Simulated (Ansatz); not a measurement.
# W8CS16F4: the cost of one run

Program: Ansatz 0.2.0. Level of theory: DFT PBE, plane waves, PAW, scalar-relativistic, no spin polarisation. These are calculated values, not measurements.

### Step 1. The system as given

The cell holds 29 atoms (CF4S16W8): a = 6.368 Å, b = 6.368 Å, c = 24.609 Å, α = 90.00°, β = 90.00°, γ = 120.00°.

Its coordinates follow in the input file.

### Step 2. The run

500 steps of 1 fs at constant energy.

input.yaml

```yaml
accuracy: low
crystal:
  lattice:
    - [6.368446, 0.0, 0.0]
    - [-3.184223, 5.515236, 0.0]
    - [0.0, 0.0, 24.608992]
  atoms:
    - { symbol: W, position: [0.1666667, 0.3333333, 0.104024] }
    - { symbol: W, position: [0.3333333, 0.1666667, 0.3677138] }
    - { symbol: S, position: [0.1666667, 0.3333333, 0.3043254] }
    - { symbol: S, position: [0.3333333, 0.1666667, 0.0406356] }
    - { symbol: S, position: [0.1666667, 0.3333333, 0.4311023] }
    - { symbol: S, position: [0.3333333, 0.1666667, 0.1674124] }
    - { symbol: W, position: [0.1666667, 0.8333333, 0.104024] }
    - { symbol: W, position: [0.3333333, 0.6666667, 0.3677138] }
    - { symbol: S, position: [0.1666667, 0.8333333, 0.3043254] }
    - { symbol: S, position: [0.3333333, 0.6666667, 0.0406356] }
    - { symbol: S, position: [0.1666667, 0.8333333, 0.4311023] }
    - { symbol: S, position: [0.3333333, 0.6666667, 0.1674124] }
    - { symbol: W, position: [0.6666667, 0.3333333, 0.104024] }
    - { symbol: W, position: [0.8333333, 0.1666667, 0.3677138] }
    - { symbol: S, position: [0.6666667, 0.3333333, 0.3043254] }
    - { symbol: S, position: [0.8333333, 0.1666667, 0.0406356] }
    - { symbol: S, position: [0.6666667, 0.3333333, 0.4311023] }
    - { symbol: S, position: [0.8333333, 0.1666667, 0.1674124] }
    - { symbol: W, position: [0.6666667, 0.8333333, 0.104024] }
    - { symbol: W, position: [0.8333333, 0.6666667, 0.3677138] }
    - { symbol: S, position: [0.6666667, 0.8333333, 0.3043254] }
    - { symbol: S, position: [0.8333333, 0.6666667, 0.0406356] }
    - { symbol: S, position: [0.6666667, 0.8333333, 0.4311023] }
    - { symbol: S, position: [0.8333333, 0.6666667, 0.1674124] }
    - { symbol: C, position: [0.9114229, 0.0851231, 0.6355519] }
    - { symbol: F, position: [0.8933375, 0.2723947, 0.6175548] }
    - { symbol: F, position: [0.7243008, -0.1200441, 0.6175548] }
    - { symbol: F, position: [1.1166113, 0.1032172, 0.6175548] }
    - { symbol: F, position: [0.9114229, 0.0851231, 0.6895972] }
basis:
  ecutwfc: 420.0
kpoints:
  mp_grid: { grid: [2, 2, 1] }
hamiltonian:
  xc: pbe
  pseudopotentials: { kind: paw, azcp: { folder: soft_1 } }
scf:
  occupations: { method: fermi_dirac, width: 0.05 }
  lower_state_search: "off"
md:
  timestep: 1
  n_steps: 500
  ensemble: nve
  initial_velocities: zero
  seed: 922751
  initial_site_velocities:
    - { site: 24, velocity: [0.00301, 0.0, -0.003587] }
    - { site: 25, velocity: [0.00301, 0.0, -0.003587] }
    - { site: 26, velocity: [0.00301, 0.0, -0.003587] }
    - { site: 27, velocity: [0.00301, 0.0, -0.003587] }
    - { site: 28, velocity: [0.00301, 0.0, -0.003587] }
  constraints: [{ sites: [3, 9, 15, 21] }]
```

Run with:

```sh
> ansatz run input.yaml --threads 4 --pin off --max-ram 10240MiB --backend cpu --events-out ev --progress --plain --runs-dir out
```

Q: Estimate wall time and peak memory on 4 threads of Arm Neoverse V1, shared host.

About 45 min, with a peak of 2.7 GiB.
